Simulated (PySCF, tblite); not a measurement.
# C₄H₇BOSi: geometry, infrared bands and NMR shifts

Wanted: the infrared bands and NMR shifts of C₄H₇BOSi (`C#C[Si@H](O)BC=C`), by calculation.

Computed with tblite 0.8.0 and PySCF 2.14.0, with density-fitted response routines of our own, on a single molecule in the gas phase. Atoms count from 0, in the outputs and in this text.

## (1) Starting geometry

14 atoms, charge 0, multiplicity 1; geometry from: force field or distance geometry start.

Bonds of the start (Å): C0–C1 1.21, C1–Si2 1.81, Si2–O3 1.70, Si2–B4 1.92, B4–C5 1.56, C5–C6 1.34, C0–H7 1.07, Si2–H8 1.49, O3–H9 0.99, B4–H10 1.16, C5–H11 1.08, C6–H12 1.06, C6–H13 1.08.

## (2) Geometry optimisation with GFN2-xTB

The job: settings as JSON, then the geometry in Å.

```
{"job": {"kind": "relax", "xc": "GFN2-xTB", "basis": "xTB"}, "charge": 0, "multiplicity": 1}
C     -2.133000     2.351900     0.496000
C     -1.770800     1.198500     0.445500
Si    -1.196800    -0.516500     0.427800
O     -2.168300    -1.384700     1.520800
B      0.669400    -0.574200     0.884900
C      1.669800     0.093600    -0.111800
C      2.807000    -0.519400    -0.449700
H     -2.472300     3.365200     0.547700
H     -1.315900    -1.082600    -0.946100
H     -2.967000    -1.786500     1.100600
H      0.971800    -0.692900     1.995400
H      1.443600     1.063300    -0.520300
H      3.470600    -0.030700    -1.119700
H      2.991200    -1.485400    -0.013300
```

The run is started by

```sh
$ OMP_NUM_THREADS=1 python probes_run.py task.json out
```

This one command runs all jobs of the session in turn.

**Question.** This job is followed by: GFN2-xTB harmonic vibrations, gas phase; GIAO PBE0/pcSseg-1 NMR shielding, non-relativistic, gas phase. What will the session give for the following? strongest single infrared mode (GFN2-xTB); zero-point energy (GFN2-xTB); ¹³C shifts against TMS (PBE0/pcSseg-1); ¹H shifts against TMS (PBE0/pcSseg-1); ²⁹Si shifts against TMS (PBE0/pcSseg-1); ¹⁷O shifts against H2O (PBE0/pcSseg-1); ¹¹B shifts against BF3·OEt2 (PBE0/pcSseg-1).

**Answer**, as computed:

```
                                   quantity                                         value
  strongest single infrared mode (GFN2-xTB)                         2074 cm⁻¹, 401 km/mol
               zero-point energy (GFN2-xTB)                                 58.9 kcal/mol
     ¹³C shifts against TMS (PBE0/pcSseg-1)                 158.0, 154.7, 103.1, 91.5 ppm
      ¹H shifts against TMS (PBE0/pcSseg-1)  8.52, 7.83, 7.03, 6.60, 5.62, 2.06, 1.26 ppm
    ²⁹Si shifts against TMS (PBE0/pcSseg-1)                                     -42.6 ppm
     ¹⁷O shifts against H2O (PBE0/pcSseg-1)                                      21.3 ppm
¹¹B shifts against BF3·OEt2 (PBE0/pcSseg-1)                                      90.6 ppm
```

In words: Relaxing lowered the energy by 0.455 eV in 112 steps; the close pair that moved most is C1–Si2, from 1.809 to 1.872 Å. No mode is imaginary among the 36: a minimum at this level. The strongest single mode, at 2074 cm⁻¹, moves mainly H8. GFN2-xTB is a fitted tight-binding method: band positions and strengths are rough. Its intensities can rank the bands wrongly. C6 (terminal =CH2 carbon) lies farthest downfield among carbon, at 158.0 ppm; an sp2 carbon of a C=C bond. At PBE0/pcSseg-1: The largest span, 298 ppm, is at C1, where the paramagnetic term is -167 ppm.
